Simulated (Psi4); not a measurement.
# InHClF (SMILES [F][InH][Cl]) at 6 levels

Aim: a comparison of 6 runs (UHF/STO-3G, HF/def2-SVP, PBE0/def2-SVP, B3LYP/def2-TZVP, MP2/STO-3G, MP2/def2-SVPD) of InHClF. 

Program for the calculation: Psi4 1.11.

5 further runs of the same task are left out: 1 that didn't finish, 4 set aside as unsound or not needed.

### 1 The molecule

InHClF has 4 atoms, charge 0, and is taken as a singlet. As SMILES, `[F][InH][Cl]`. Geometry: relaxed at PBE0-D4/def2-TZVP.

Bond lengths: F1–In2 1.939 Å, In2–Cl3 2.305 Å, In2–H4 1.688 Å. Angles: F1–In2–Cl3 109.3°, F1–In2–H4 121.8°, Cl3–In2–H4 128.9°.

### 2 The response to a field at UHF/STO-3G (run 1)

clfhin.xyz reads:

```xyz
4
ClFHIn
F     -1.569200    -0.190500     0.987800
In    -0.021100     0.130300    -0.135600
Cl     1.671100    -1.313100     0.468200
H     -0.025300     1.312800    -1.340700
```

job.py reads:

```python
import psi4

psi4.set_memory(1600000000)
psi4.set_num_threads(1)
psi4.set_output_file('output.dat', False)

with open('clfhin.xyz') as f:
    atoms = ''.join(f.readlines()[2:])
m = psi4.geometry('0 1\n' + atoms + 'symmetry c1\nno_reorient\nno_com')

options = {'basis': 'STO-3G', 'reference': 'uhf', 'scf_type': 'pk'}
psi4.set_options(options)

E = psi4.properties('hf', properties=['dipole_polarizabilities'])
print('E =', round(E, 9))
```

Started as:

```bash
$ python job.py
```

output.dat:

```text
[...]
  Running in c1 symmetry.
[...]
  Nuclear repulsion =  354.283720162383531
[...]
  Multiplicity = 1
[...]
  Nalpha       = 38
  Nbeta        = 38
[...]
    Number of basis functions: 42
[...]
   @UHF iter   1: -6236.03529285103104   -3.34888e+00   9.84162e-03 DIIS/ADIIS
[...]
   @UHF iter   8: -6236.16468424419963   -5.36693e-09   1.79166e-07 DIIS
[...]
   @S^2 Observed:               -1.421085472E-14
[...]
    Orbital Energies [Eh]
    ---------------------
    Alpha Occupied:
       1A   -986.931590     2A   -146.067482     3A   -138.079559
       4A   -138.078099     5A   -138.077726     6A   -103.578782
       7A    -27.755332     8A    -25.768309     9A    -24.775233
      10A    -24.770800    11A    -24.769823    12A    -16.641044
      13A    -16.640928    14A    -16.639902    15A    -16.635536
      16A    -16.635209    17A    -10.275732    18A     -7.718542
      19A     -7.714887    20A     -7.714525    21A     -4.297689
      22A     -3.118183    23A     -3.109851    24A     -3.105645
      25A     -1.357767    26A     -0.952819    27A     -0.617369
      28A     -0.612767    29A     -0.611900    30A     -0.608791
      31A     -0.604991    32A     -0.462193    33A     -0.417578
      34A     -0.387689    35A     -0.381651    36A     -0.356482
[...]
  @UHF Final Energy: -6236.16468424419963
   => Energetics <=
    Nuclear Repulsion Energy =            354.2837201623835313
    One-Electron Energy =               -9346.9814554593722278
    Two-Electron Energy =                2756.5330510527883234
    Total Energy =                      -6236.1646842441996341
  UHF NO Occupations:
  HONO-2 :   36  A 2.0000000
  HONO-1 :   37  A 2.0000000
[...]
 Multipole Moments:
 ------------------------------------------------------------------------------------
     Multipole            Electronic (a.u.)      Nuclear  (a.u.)        Total (a.u.)
 ------------------------------------------------------------------------------------
 L = 1.  Multiply by 2.5417464519 to convert [e a0] to [Debye]
 Dipole X            :        -25.4794912           24.9948405           -0.4846507
 Dipole Y            :         31.7893735          -30.8775580            0.9118156
 Dipole Z            :        -17.4333731           16.7514772           -0.6818958
 Magnitude           :                                                    1.2374473
[...]
```

On the terminal:

```text
E = -6236.164684244
```

It took 1.8 s on 1 thread of Intel Xeon Platinum 8375C at 2.90GHz (Ice Lake), shared host; peak memory 0.19 GiB.

### 3 Energy and forces at HF/def2-SVP (core potential) (run 2)

clfhin.xyz is that of step 2.

run.py reads:

```python
import psi4

psi4.set_memory('1600 MB')
psi4.set_num_threads(1)
psi4.core.set_output_file('output.dat', False)

with open('clfhin.xyz') as f:
    atoms = ''.join(f.readlines()[2:])
m = psi4.geometry('0 1\n' + atoms + 'symmetry c1')

psi4.set_options({
    'basis': 'def2-SVP',
    'puream': True,
    'e_convergence': 1e-09,
    'd_convergence': 1e-08,
    'scf_type': 'pk',
})

result = psi4.gradient("scf")
print('gradient / Eh bohr^-1')
print(result.np.round(6))
for k, v in sorted(psi4.core.scalar_variables().items()):
    print(f'{k:45s} {v:18.10f}')
```

Started as:

```bash
$ python run.py
```

output.dat:

```text
[...]
    !!!  WARNING: ECP capability is in beta. Please check occupations closely.  !!!
[...]
  Running in c1 symmetry.
[...]
  Nuclear repulsion =  167.456036724742745
[...]
  Multiplicity = 1
[...]
  Nalpha       = 24
  Nbeta        = 24
[...]
    Number of basis functions: 63
[...]
   @RHF iter   1:  -748.48788062648998   -1.63407e+00   7.07032e-03 ADIIS/DIIS
[...]
   @RHF iter  11:  -748.56936012647952   -5.22959e-12   5.92328e-09 DIIS
[...]
    Orbital Energies [Eh]
    ---------------------
    Doubly Occupied:
       1A   -104.778887     2A    -26.209045     3A    -10.541284
       4A     -8.015713     5A     -8.013460     6A     -8.013262
       7A     -5.441911     8A     -3.703966     9A     -3.697590
      10A     -3.694791    11A     -1.461200    12A     -1.116438
      13A     -1.088549    14A     -1.087148    15A     -1.084852
      16A     -1.081418    17A     -1.031797    18A     -0.620719
      19A     -0.579129    20A     -0.573754    21A     -0.528372
      22A     -0.475039    23A     -0.459528    24A     -0.450566
[...]
  @RHF Final Energy:  -748.56936012647952
   => Energetics <=
    Nuclear Repulsion Energy =            167.4560367247427450
    One-Electron Energy =               -1444.5539533493529234
    Two-Electron Energy =                 528.5285564981306834
    Total Energy =                       -748.5693601264795234
[...]
 Multipole Moments:
 ------------------------------------------------------------------------------------
     Multipole            Electronic (a.u.)      Nuclear  (a.u.)        Total (a.u.)
 ------------------------------------------------------------------------------------
 L = 1.  Multiply by 2.5417464519 to convert [e a0] to [Debye]
 Dipole X            :        -11.8522857           12.1355868            0.2833011
 Dipole Y            :         20.8446063          -20.0226066            0.8219997
 Dipole Z            :        -15.1898003           14.2048263           -0.9849740
 Magnitude           :                                                    1.3138177
[...]
  -Total Gradient:
     Atom            X                  Y                   Z
    ------   -----------------  -----------------  -----------------
       1        0.001340666375    -0.000435367701    -0.000243882092
       2        0.007767221498    -0.003554194529    -0.000366589815
       3       -0.008839551767     0.006693219243    -0.002288863830
       4       -0.000268336112    -0.002703657003     0.002899335736
[...]
```

On the terminal:

```text
gradient / Eh bohr^-1
[[ 0.001341 -0.000435 -0.000244]
 [ 0.007767 -0.003554 -0.000367]
 [-0.00884   0.006693 -0.002289]
 [-0.000268 -0.002704  0.002899]]
CURRENT ENERGY                                   -748.5693601265
CURRENT REFERENCE ENERGY                         -748.5693601265
DD SOLVATION ENERGY                                 0.0000000000
HF KINETIC ENERGY                                 632.8623932965
HF POTENTIAL ENERGY                             -1381.4317534230
HF TOTAL ENERGY                                  -748.5693601265
HF VIRIAL RATIO                                     2.1828311621
NUCLEAR REPULSION ENERGY                          167.4560367247
ONE-ELECTRON ENERGY                             -1444.5539533494
PCM POLARIZATION ENERGY                             0.0000000000
PE ENERGY                                           0.0000000000
SCF ITERATION ENERGY                             -748.5693601265
SCF ITERATIONS                                     11.0000000000
SCF TOTAL ENERGY                                 -748.5693601265
TWO-ELECTRON ENERGY                               528.5285564981
```

It took 3.6 s on 1 thread of Intel Xeon Platinum 8375C at 2.90GHz (Ice Lake), shared host; peak memory 0.22 GiB.

Run 3 isn't shown in full; the table further down has it.

### 4 Energy and gradient at B3LYP/def2-TZVP (core potential) (run 4)

clfhin.dat reads:

```
memory 1600 mb

molecule m {
  0 1
  F     -2.96535823    -0.35999283     1.86667147
  In    -0.03987322     0.24623131    -0.25624686
  Cl     3.15792133    -2.48139937     0.88476977
  H     -0.04781007     2.48083246    -2.53355582
  units bohr
  symmetry c1
}

set basis def2-TZVP
set reference rks
set puream true
set e_convergence 1e-09
set d_convergence 1e-08
set scf_type pk
set dft_radial_points 99
set dft_spherical_points 590

e, wfn = gradient('b3lyp', return_wfn=True)
oeprop(wfn, 'LOWDIN_CHARGES', 'DIPOLE', 'WIBERG_LOWDIN_INDICES', title='B3LYP')
print_variables()
```

Started as:

```bash
$ psi4 -n 1 clfhin.dat clfhin.out
```

clfhin.out:

```text
[...]
    !!!  WARNING: ECP capability is in beta. Please check occupations closely.  !!!
[...]
  Running in c1 symmetry.
[...]
  Nuclear repulsion =  167.456036904873912
[...]
  Multiplicity = 1
[...]
  Nalpha       = 24
  Nbeta        = 24
[...]
    Number of basis functions: 124
[...]
   @RKS iter   1:  -750.78173148132407   -9.81147e-01   6.30185e-03 ADIIS/DIIS
[...]
   @RKS iter  12:  -750.99388847965326   -3.86535e-12   4.06746e-09 DIIS
[...]
    Orbital Energies [Eh]
    ---------------------
    Doubly Occupied:
       1A   -101.515780     2A    -24.625976     3A     -9.448373
       4A     -7.207244     5A     -7.202942     6A     -7.202124
       7A     -4.719548     8A     -3.128797     9A     -3.118946
      10A     -3.116955    11A     -1.115822    12A     -0.843619
      13A     -0.813472    14A     -0.812070    15A     -0.810159
      16A     -0.804426    17A     -0.773596    18A     -0.468205
      19A     -0.389353    20A     -0.383306    21A     -0.378918
      22A     -0.348454    23A     -0.332298    24A     -0.323601
[...]
  @RKS Final Energy:  -750.99388847965326
   => Energetics <=
    Nuclear Repulsion Energy =            167.4560369048739119
    One-Electron Energy =               -1445.0381183600591157
    Two-Electron Energy =                 571.7938628991587393
    DFT Exchange-Correlation Energy =     -45.2056699236267434
    Empirical Dispersion Energy =           0.0000000000000000
    VV10 Nonlocal Energy =                  0.0000000000000000
    Total Energy =                       -750.9938884796532648
[...]
  -Total Gradient:
     Atom            X                  Y                   Z
    ------   -----------------  -----------------  -----------------
       1        0.005259012259     0.000824542780    -0.003544783747
       2       -0.000643685256    -0.003786271030     0.004194613177
       3       -0.004740026219     0.004004697553    -0.001651460669
       4        0.000171251096    -0.001135047743     0.001071721480
[...]
 Multipole Moments:
 ------------------------------------------------------------------------------------
     Multipole            Electronic (a.u.)      Nuclear  (a.u.)        Total (a.u.)
 ------------------------------------------------------------------------------------
 L = 1.  Multiply by 2.5417464519 to convert [e a0] to [Debye]
 Dipole X            :        -11.8959838           12.1355869            0.2396031
 Dipole Y            :         20.7678213          -20.0226065            0.7452148
 Dipole Z            :        -15.0889150           14.2048262           -0.8840888
 Magnitude           :                                                    1.1808335
[...]
```

It took 29 s on 1 thread of Intel Xeon Platinum 8375C at 2.90GHz (Ice Lake), shared host; peak memory 0.77 GiB.

Run 5 isn't shown in full; the table further down has it.

### 5 A single-point energy at MP2/def2-SVPD (core potential, density fitting for correlation) (run 6)

calc.inp reads:

```
memory 1600 MB

molecule {
  0 1
  F     -1.569200    -0.190500     0.987800
  In    -0.021100     0.130300    -0.135600
  Cl     1.671100    -1.313100     0.468200
  H     -0.025300     1.312800    -1.340700
  symmetry c1
}

set basis def2-SVPD
set scf_type pk
set num_frozen_docc 10
set mp2_type df

e_tot, wfn = energy("mp2", return_wfn=True)
print_variables()
```

Started as:

```bash
$ psi4 -i calc.inp -o calc.out -n 1
```

calc.out:

```text
[...]
    !!!  WARNING: ECP capability is in beta. Please check occupations closely.  !!!
[...]
  Running in c1 symmetry.
[...]
  Nuclear repulsion =  167.456036724742745
[...]
  Multiplicity = 1
[...]
  Nalpha       = 24
  Nbeta        = 24
[...]
    Number of basis functions: 90
[...]
   @RHF iter   1:  -748.49951104968716   -1.46784e+00   5.36585e-03 DIIS/ADIIS
[...]
   @RHF iter  11:  -748.58900158856932   -7.84439e-12   4.62977e-09 DIIS
[...]
    Orbital Energies [Eh]
    ---------------------
    Doubly Occupied:
       1A   -104.795178     2A    -26.229503     3A    -10.555806
       4A     -8.030223     5A     -8.028102     6A     -8.027908
       7A     -5.448723     8A     -3.710747     9A     -3.704380
      10A     -3.701474    11A     -1.475146    12A     -1.124057
      13A     -1.094891    14A     -1.093482    15A     -1.091155
      16A     -1.088078    17A     -1.040184    18A     -0.633013
      19A     -0.591621    20A     -0.586265    21A     -0.538286
      22A     -0.483272    23A     -0.467746    24A     -0.458561
[...]
  @RHF Final Energy:  -748.58900158856932
   => Energetics <=
    Nuclear Repulsion Energy =            167.4560367247427450
    One-Electron Energy =               -1444.0944709992786557
    Two-Electron Energy =                 528.0494326859666216
    Total Energy =                       -748.5890015885693174
[...]
 Multipole Moments:
 ------------------------------------------------------------------------------------
     Multipole            Electronic (a.u.)      Nuclear  (a.u.)        Total (a.u.)
 ------------------------------------------------------------------------------------
 L = 1.  Multiply by 2.5417464519 to convert [e a0] to [Debye]
 Dipole X            :        -11.8686930           12.1355868            0.2668939
 Dipole Y            :         20.8558279          -20.0226066            0.8332213
 Dipole Z            :        -15.1928199           14.2048263           -0.9879936
 Magnitude           :                                                    1.3197051
[...]
```

It took 2.9 s on 1 thread of Intel Xeon Platinum 8375C at 2.90GHz (Ice Lake), shared host; peak memory 0.31 GiB.

### 6 All runs side by side

| run | level | task | core potential | energy (Eh) | dipole moment (D) | HOMO energy (eV) | LUMO energy (eV) | wall time |
| --- | --- | --- | --- | --- | --- | --- | --- | --- |
| 1 | UHF/STO-3G | polarizability | none | -6236.164684 | 3.15 | -9.07 | 5.31 | 1.8 s |
| 2 | HF/def2-SVP (core potential) | gradient | def2 | -748.569360 | 3.34 | -12.26 | 0.82 | 3.6 s |
| 3 | PBE0/def2-SVP (core potential) | energy | def2 | -750.363238 | 2.97 | -8.90 | -1.69 | 6.6 s |
| 4 | B3LYP/def2-TZVP (core potential) | gradient | def2 | -750.993888 | 3.00 | -8.81 | -2.16 | 29 s |
| 5 | MP2/STO-3G | energy | none | -6236.213790 | – | -9.07 | 5.31 | 1.8 s |
| 6 | MP2/def2-SVPD (core potential, density fitting for correlation) | energy | def2 | -749.026626 | – | -12.48 | 0.58 | 2.9 s |

### 7 Results

```
                                           quantity          value
                                run 6: total energy  -749.02663 Eh
         run 6: HOMO energy (Hartree–Fock orbitals)      -12.48 eV
         run 6: LUMO energy (Hartree–Fock orbitals)        0.58 eV
       run 6: HOMO–LUMO gap (Hartree–Fock orbitals)       13.06 eV
run 6: correlation energy (10 core orbitals frozen)     -437.6 mEh
```

Over runs 1, 2, 3, 4 the dipole moment (its size) runs from 2.97 D (PBE0/def2-SVP) to 3.34 D (HF/def2-SVP). Over runs 1, 2, 3, 4 the HOMO–LUMO gap runs from 6.65 eV (B3LYP/def2-TZVP) to 14.37 eV (UHF/STO-3G). The two ends differ in method and basis and core potential. Totals of different functionals can't be ranked against each other. Some runs of one species differ in core potentials or relativity; totals across that change don't compare. In runs 1, 5 the basis is minimal, so the values are rough. In runs 1, 5 relativity is left out where basis or elements ask for it. All runs together took 46 s, the longest 29 s.
